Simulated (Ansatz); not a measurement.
Predict the output of the script below (the Python package of Ansatz (0.2.0)).

Script `xc.py`:
```python
"""One structure of LiMg under several functionals."""

import ansatz as az

config = {
    "filling": "cold",
}

lattice = az.Lattice.of(
    (3.415326, 0.0, 0.0),
    (0.0, 3.415326, 0.0),
    (0.0, 0.0, 3.415326),
)
sites = [
    ("Li", (0.0, 0.0, 0.0)),
    ("Mg", (0.5, 0.5, 0.5)),
]
structure = az.Crystal(lattice=lattice)
for symbol, position in sites:
    structure = structure.atom(symbol, position)

calc = (
    structure.calculation()
    .kpoints(10, center="gamma")
    .occupations(config["filling"], width=100 * az.meV)
)

rows = []
for value in ["pbesol", "lda", "r2scan"]:
    rep = calc.functional(value).run(threads=1).report
    rows.append((value, rep["free_energy_ev"] / len(rep["lattice"]["sites"]), rep["n_iterations"], rep["n_kpoints"]))

print("  functional   F/atom (eV)    iterations      k-points")
for row in rows:
    print(f"{str(row[0]):>12s}  {row[1]:12.5f}  {row[2]:12d}  {row[3]:12d}")
```

```console
$ python xc.py
DeckWarning: basis.ecutwfc = 420 eV, auto-derived from the records' recommended cutoffs: set by Li (normal level)
DeckWarning: basis.ecutwfc = 500 eV, auto-derived from the records' recommended cutoffs: set by Li (their level for a meta-GGA)
  functional   F/atom (eV)    iterations      k-points
      pbesol   -1057.58930             5            56
         lda   -1051.69663             5            56
      r2scan   -1065.82567             5            56
```
(Warnings from the package without file and line.)

This cell is a computed structure, which may not be the phase found in nature. Total energies of different functionals can't be compared; pressures, moments and gaps at this one structure can. It ran for 4 s on 1 thread of Arm Neoverse V2, on a shared host, peak memory 0.39 GiB.
